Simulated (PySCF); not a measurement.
**C₄H₆BrGeN: spin-spin couplings**

What spin-spin couplings should C₄H₆BrGeN (`N#C[C@@H]1C[C@H]1[GeH2][Br]`) show?

The runs use PySCF 2.14.0, with density-fitted response routines of our own; the level of theory stands in each step. All values are computed, except where a source is named. Atoms are numbered from 0 throughout.

### Step 1. Starting geometry

13 atoms, charge 0, multiplicity 1; geometry from: GFN2-xTB.

Bonds of the start (Å): N0–C1 1.14, C1–C2 1.42, C2–C3 1.50, C3–C4 1.50, C4–Ge5 1.97, Ge5–Br6 2.27, C4–C2 1.51, C2–H7 1.09, C3–H8 1.08, C3–H9 1.08, C4–H10 1.08, Ge5–H11 1.51, Ge5–H12 1.51.

### Step 2. Spin-spin couplings: B3LYP/pcSseg-1+pcJ-1

Job settings and geometry (Å):

```
{"job": {"kind": "j", "xc": "B3LYP", "basis": "pcJ-1"}, "charge": 0, "multiplicity": 1}
N     -2.089186     1.916246     2.006936
C     -1.525007     1.412793     1.147707
C     -0.814026     0.766761     0.101584
C     -1.126908    -0.670706    -0.205353
C      0.157604    -0.330368     0.483715
Ge     1.878857    -0.497889    -0.455467
Br     1.560334     0.233578    -2.585195
H     -0.567598     1.421077    -0.730530
H     -1.102888    -0.959933    -1.248548
H     -1.904183    -1.157482     0.366249
H      0.204209    -0.557898     1.542634
H      2.979951     0.354947     0.129499
H      2.344455    -1.930641    -0.570959
```

With the program's defaults for keys left out, this is: B3LYP/pcJ-1 Br:pcSseg-1 Ge:pcSseg-1 indirect spin-spin coupling, non-relativistic, gas phase.

Launch:

```console
> OMP_NUM_THREADS=1 python probes_run.py task.json out
```

The driver reads the jobs from task.json and runs them one after another.

Predict these results of the whole session: largest coupling of the table (B3LYP/pcSseg-1+pcJ-1).

The runs gave:

```
                                            quantity                    value
largest coupling of the table (B3LYP/pcSseg-1+pcJ-1)  1J(C,H) C2–H7, 181.0 Hz
```

**Reading.** In the run at B3LYP/pcSseg-1+pcJ-1, the largest coupling of the table is C2–H7, 181.0 Hz, of which the Fermi-contact term gives 179.4 Hz. Couplings across rotatable bonds belong to this one conformer; where others are populated, the observed values are averages. Spin-orbit coupling is left out, which matters for shieldings and couplings at and beside the heavy atoms.
